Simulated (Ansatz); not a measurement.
# InSb3 (Pm-3m) in Ansatz: notebook, part 2 of 2

Ansatz 0.2.0. The steps go on from the part before.

## Step 3: Single point, HSE06 form with a typed share of exact exchange

Input file input:

```
crystal:
  lattice:
    - [4.806367, 0.0, 0.0]
    - [0.0, 4.806367, 0.0]
    - [0.0, 0.0, 4.806367]
  atoms:
    - { symbol: Sb, position: [0.5, 0.5, 0.0] }
    - { symbol: Sb, position: [0.0, 0.5, 0.5] }
    - { symbol: Sb, position: [0.5, 0.0, 0.5] }
    - { symbol: In, position: [0.0, 0.0, 0.0] }
hamiltonian:
  xc: { exchange: pbe, correlation: pbe, exx: { coeff: 0.25, omega: 0.2 } }
  pseudopotentials: { kind: paw }
kpoints:
  mp_grid: { grid: [3, 3, 3] }
scf:
  occupations: { method: fermi_dirac, width: 0.05 }
output:
  forces: true
  stress: true
  eigenvalues: true
```

Potentials or basis: Ansatz PAW.

Run time: 9.9 s. Hardware: 1 × NVIDIA H100 80GB HBM3 with 2 threads of AMD EPYC 7R13 (Zen 3), shared host; peak memory 1.8 GiB.

Results (log left out):

* Free energy: -25067.1311 eV
* Pressure: -2.4 GPa
* Band gap on the k mesh: none (metal or under the smearing width)

Levels at points of the mesh, in eV from the Fermi level:
```tsv
k point	band 26	band 27	band 28	band 29	band 30	band 31
(0.00, 0.00, 0.00)	-4.77	-3.72	0.61	0.61	0.61	2.16
```

Caveat: the k mesh is coarse (spacing up to 0.44 Å⁻¹), so the values aren't converged, least of all with exact exchange; the PAW data sets come from PBE, with cores solved anew for the run's functional, which leaves a small shift of forces and pressure; the thresholds are loose for stress.

## Step 4: Single point, HSE06 form with a typed share of exact exchange

Changes to input since step 3:

```diff
@@ -11,3 +11,3 @@
 hamiltonian:
-  xc: { exchange: pbe, correlation: pbe, exx: { coeff: 0.25, omega: 0.2 } }
+  xc: { exchange: pbe, correlation: pbe, exx: { coeff: 0.3, omega: 0.2 } }
   pseudopotentials: { kind: paw }
```

Potentials or basis: Ansatz PAW.

Output:

```text
Warning: output.stress: scf.convergence.dr2_threshold = 1e-7 eV (the SCF's general default) is looser than the 4e-10 eV advised for a printed stress (1e-10 eV for each atom of the cell: 4). What an SCF threshold leaves in a stress goes as its square root, and in the free energy as the threshold itself, and one threshold admits the most on a small cell: of the crystals measured, under no hybrid functional and no lock of the moments, on runs that ended without the residual-converged pass, on stresses that held no estimate of that error, the worst erred by over 100 MPa in a component at 1e-7 eV an atom and by under 5 at 1e-10. Set scf.convergence.dr2_threshold to 4e-10 eV or tighter. The threshold is an SCF's pass mark: one that does not reach it within its budget of iterations ends unconverged, or closes short of it on a stop that the run arms, and scf.convergence.dr2_threshold's page says what that costs each kind of run
Warning: output.stress: scf.exx.energy_threshold = 1e-6 eV is looser than the 4e-8 eV advised for a stress under a hybrid functional (1e-8 eV for each atom of the cell: 4). Every SCF of the exchange loop can meet its threshold on dr2 while the loop round them stops early: no threshold on dr2 bounds what that leaves in the stress. Set scf.exx.energy_threshold to 4e-8 eV or tighter. The threshold is the loop's pass mark: a loop that does not reach it within its budget of cycles ends unconverged, and scf.exx.energy_threshold's page has the law
[... 115 lines left out ...]
  k-point 2: bands = ["-21.7469", "-21.7441", "-21.7352", "-21.7299", "-21.7253", "-21.7103", "-21.7024", "-21.6911", "-21.6815", "-21.6814", "-21.6748", "-21.6734", "-21.6661", "-21.6638", "-21.6471", "-6.3826", "-6.3671", "-6.3667", "-6.3601", "-6.3491", "-1.7793", "0.1807", "0.9313", "4.1056", "7.2742", "7.4175", "8.8463", "9.2371", "9.6605", "10.6004", "11.8213", "12.2614", "13.4972", "13.6234", "14.1594"]
  k-point 3: bands = ["-21.7502", "-21.7369", "-21.7369", "-21.7227", "-21.7227", "-21.7195", "-21.7056", "-21.6994", "-21.6994", "-21.6912", "-21.6645", "-21.6645", "-21.6580", "-21.6580", "-21.6429", "-6.3818", "-6.3797", "-6.3797", "-6.3469", "-6.3469", "-1.0638", "0.6038", "0.6038", "3.8297", "5.8141", "5.8666", "5.8666", "8.6370", "11.9547", "11.9547", "13.5306", "14.3046", "14.3046", "14.4595", "17.2015"]
```

Wall time 10 s (1 × NVIDIA H100 80GB HBM3 with 2 threads of AMD EPYC 7R13 (Zen 3), shared host); peak memory 1.8 GiB.

Results:

```
Free energy            : -25070.4286 eV
Pressure               : -2.7 GPa
Band gap on the k mesh : none (metal or under the smearing width)
```

Levels at points of the mesh, in eV from the Fermi level:
| k point | band 26 | band 27 | band 28 | band 29 | band 30 | band 31 |
| --- | --- | --- | --- | --- | --- | --- |
| (0.00, 0.00, 0.00) | -4.89 | -3.78 | 0.61 | 0.61 | 0.61 | 2.22 |

Caveat: the k mesh is coarse (spacing up to 0.44 Å⁻¹), so the values aren't converged, least of all with exact exchange; the PAW data sets come from PBE, with cores solved anew for the run's functional, which leaves a small shift of forces and pressure; the thresholds are loose for stress.

## Step 5: Single point, HSE06 form with a typed share of exact exchange

Changes to input since step 4:

```diff
@@ -11,3 +11,3 @@
 hamiltonian:
-  xc: { exchange: pbe, correlation: pbe, exx: { coeff: 0.3, omega: 0.2 } }
+  xc: { exchange: pbe, correlation: pbe, exx: { coeff: 0.4, omega: 0.2 } }
   pseudopotentials: { kind: paw }
```

Run time: 9.6 s. Hardware: 1 × NVIDIA H100 80GB HBM3 with 2 threads of AMD EPYC 7R13 (Zen 3), shared host; peak memory 1.8 GiB.

Results (log left out):

```
Free energy            : -25077.0438 eV
Pressure               : -3.4 GPa
Band gap on the k mesh : none (metal or under the smearing width)
```

Levels at points of the mesh, in eV from the Fermi level:
```
           k point  band 24  band 25  band 26  band 27  band 28  band 29  band 30  band 31  band 32  band 33
(0.00, 0.00, 0.00)    -5.14    -5.14    -5.14    -3.88     0.61     0.61     0.61     2.34     2.34     2.34
```

Caveat: the k mesh is coarse (spacing up to 0.44 Å⁻¹), so the values aren't converged, least of all with exact exchange; the PAW data sets come from PBE, with cores solved anew for the run's functional, which leaves a small shift of forces and pressure; the thresholds are loose for stress.

## Step 6: Single point, HSE06 form with a typed share of exact exchange

Changes to input since step 5:

```diff
@@ -11,3 +11,3 @@
 hamiltonian:
-  xc: { exchange: pbe, correlation: pbe, exx: { coeff: 0.4, omega: 0.2 } }
+  xc: { exchange: pbe, correlation: pbe, exx: { coeff: 0.5, omega: 0.2 } }
   pseudopotentials: { kind: paw }
```

Potentials or basis: Ansatz PAW.

Run time: 9 s. Hardware: 1 × NVIDIA H100 80GB HBM3 with 2 threads of AMD EPYC 7R13 (Zen 3), shared host; peak memory 1.8 GiB.

The run converged. Its results:

```yaml
Free_energy: -25083.6856 eV
Pressure: -4.1 GPa
Band_gap_on_the_k_mesh: none (metal or under the smearing width)
```

Levels at points of the mesh, in eV from the Fermi level:
```tsv
k point	band 26	band 27	band 28	band 29	band 30	band 31
(0.00, 0.00, 0.00)	-5.39	-3.98	0.62	0.62	0.62	2.46
```

Caveat: the k mesh is coarse (spacing up to 0.44 Å⁻¹), so the values aren't converged, least of all with exact exchange; the PAW data sets come from PBE, with cores solved anew for the run's functional, which leaves a small shift of forces and pressure; the thresholds are loose for stress. Spin-orbit coupling is left out, which matters for the levels of Sb.

## Step 7: Overview

```tsv
share of exact exchange	gap on the mesh (eV)	pressure (GPa)
0.2	none	-2.0
0.25	none	-2.4
0.3	none	-2.7
0.4	none	-3.4
0.5	none	-4.1
```

Alike in all rows: task single point; level HSE06 form with a typed share of exact exchange; potentials or basis Ansatz PAW; no spin polarisation; cell as given; k mesh 3 × 3 × 3; cutoff (eV) 420; smearing fermi-dirac 0.05 eV; the mesh is coarse, so values aren't converged.

Caveats: all runs use coarse meshes; the PAW data sets come from PBE, with cores solved anew for the run's functional, which leaves a small shift of forces and pressure; the thresholds are loose for stress.

Total energies depend on the potentials used, so only differences within one code and one set of settings carry meaning.
